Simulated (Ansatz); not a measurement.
# H: the cost of one run

Program: Ansatz 0.2.0. Level of theory: DFT LDA, frozen-core PAW, scalar-relativistic unless said. These are calculated values, not measurements.

## (1) The system as given

It takes space group I4/mmm (No. 139, tetragonal). Conventional cell: a = 3.383 Å, b = 3.383 Å, c = 4.117 Å, α = 90.00°, β = 90.00°, γ = 90.00°. H (site symmetry 4mm) has 1 H at 0.74 Å as nearest neighbours.

Structure file:

```xyz
2
Lattice="-1.6915 1.6915 2.0585 1.6915 -1.6915 2.0585 1.6915 1.6915 -2.0585" Properties=species:S:1:pos:R:3 pbc="T T T"
H     0.0000    0.0000    3.7459
H     0.0000    0.0000    0.3711
```

Cartesian axes are those of the input's lattice vectors. The structure goes back to a database entry.

## (2) Cell and atoms relaxed, PAW

input.yaml

```yaml
crystal:
  lattice:
    - [-1.69153447, 1.69153447, 2.05847399]
    - [1.69153447, -1.69153447, 2.05847399]
    - [1.69153447, 1.69153447, -2.05847399]
  atoms:
    - { symbol: H, position: [0.90986229, 0.90986229, 0.0] }
    - { symbol: H, position: [0.09013771, 0.09013771, 0.0] }
kpoints:
  mp_grid: { grid: [14, 14, 14] }
scf:
  occupations: { method: fermi_dirac, width: 0.1 }
hamiltonian:
  xc: lda
  pseudopotentials: { kind: paw }
relax:
  f_tol: 0.002
  max_steps: 80
  cell: {}
output:
  forces: true
  stress: true
```

Started as:

```
> ansatz run input.yaml --threads 1 --pin off --max-ram 3072MiB --backend cpu --events-out ev --progress --plain --runs-dir out
```

What time and memory should one allow on 1 thread of Arm Neoverse V2, shared host?

About 17 s, with a peak of 0.3 GiB.
